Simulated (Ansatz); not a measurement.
# Al: a slab and its surfaces, (100), 5 layers

Aim: cut a slab of Al (100), 5 layers from the relaxed bulk, relax it, and get surface energy and work function. The runs shown use PAW. Its runs: bulk cell relaxed (PAW); bulk in the slab's orientation (PAW); the reference run (PAW); atoms relaxed (PAW); field of 0.5 V/Å along the normal (PAW); no images along the normal (PAW); core holes in 2p of Al (PAW).

Program: Ansatz 0.2.0. Level of theory: DFT, LDA, PAW with Ansatz's default frozen-core files, scalar-relativistic. These are calculated values, not measurements.

1 further run of the same task is left out (it didn't finish).

### 1 The structure to begin with

Symmetry: Fm-3m, No. 225, cubic system. Conventional cell: a = 4.050 Å, b = 4.050 Å, c = 4.050 Å, α = 90.00°, β = 90.00°, γ = 90.00°. Al (site symmetry m-3m) is surrounded by 12 Al at 2.86 Å.

Coordinates:

```cif
data_structure
_symmetry_space_group_name_H-M 'P 1'
_symmetry_Int_Tables_number 1
_cell_length_a 2.8639
_cell_length_b 2.8639
_cell_length_c 2.8639
_cell_angle_alpha 60.000
_cell_angle_beta 60.000
_cell_angle_gamma 60.000
_cell_volume 16.61
loop_
_atom_site_label
_atom_site_type_symbol
_atom_site_fract_x
_atom_site_fract_y
_atom_site_fract_z
_atom_site_occupancy
Al1 Al 0.00000 0.00000 0.00000 1
```

### 2 Bulk cell relaxed, PAW

Input file input.yaml:

```yaml
crystal:
  lattice:
    - [0.0, 2.0251003354, 2.0251003354]
    - [2.0251003354, 0.0, 2.0251003354]
    - [2.0251003354, 2.0251003354, 0.0]
  atoms:
    - { symbol: Al, position: [0.0, 0.0, 0.0] }
kpoints:
  mp_grid: { grid: [18, 18, 18] }
scf:
  occupations: { method: fermi_dirac, width: 0.08 }
hamiltonian:
  xc: lda
  pseudopotentials: { kind: paw }
output:
  forces: true
  stress: true
relax:
  f_tol: 0.005
  max_steps: 40
  cell: {}
```

Command:

```console
$ ansatz run input.yaml --threads 2 --pin off --max-ram 4096MiB --backend cpu --events-out ev --progress --plain --runs-dir out
```

The runs that follow: Bulk in the slab's orientation, PAW; Slab as cut, PAW; Atoms relaxed, PAW; Field of 0.5 V/Å along the normal, PAW; No images along the normal, PAW; Core holes in 2p of Al, PAW.

What does the calculation give? Wanted: surface energy; work function; outer layer spacing; core-level shifts among the layers.

As calculated:

```
                                      quantity                               value
                 surface energy (PAW, relaxed)                           1.08 J/m²
                  work function (PAW, relaxed)                             4.44 eV
                     outer layer spacing (PAW)                       1.99 → 2.02 Å
core-level shifts among the layers (PAW holes)  Al1 +0.00, Al2 -0.00, Al3 +0.00 eV
```

What this shows: By PAW the surface costs 1.08 J/m² as cut and 1.08 J/m² relaxed. The outermost spacing changes by +1.4 % (PAW). The field of 0.5 V/Å along the normal induces a dipole of 0.250 e·Å per cell (PAW). Thickness wasn't converged, and no reconstruction was sought.
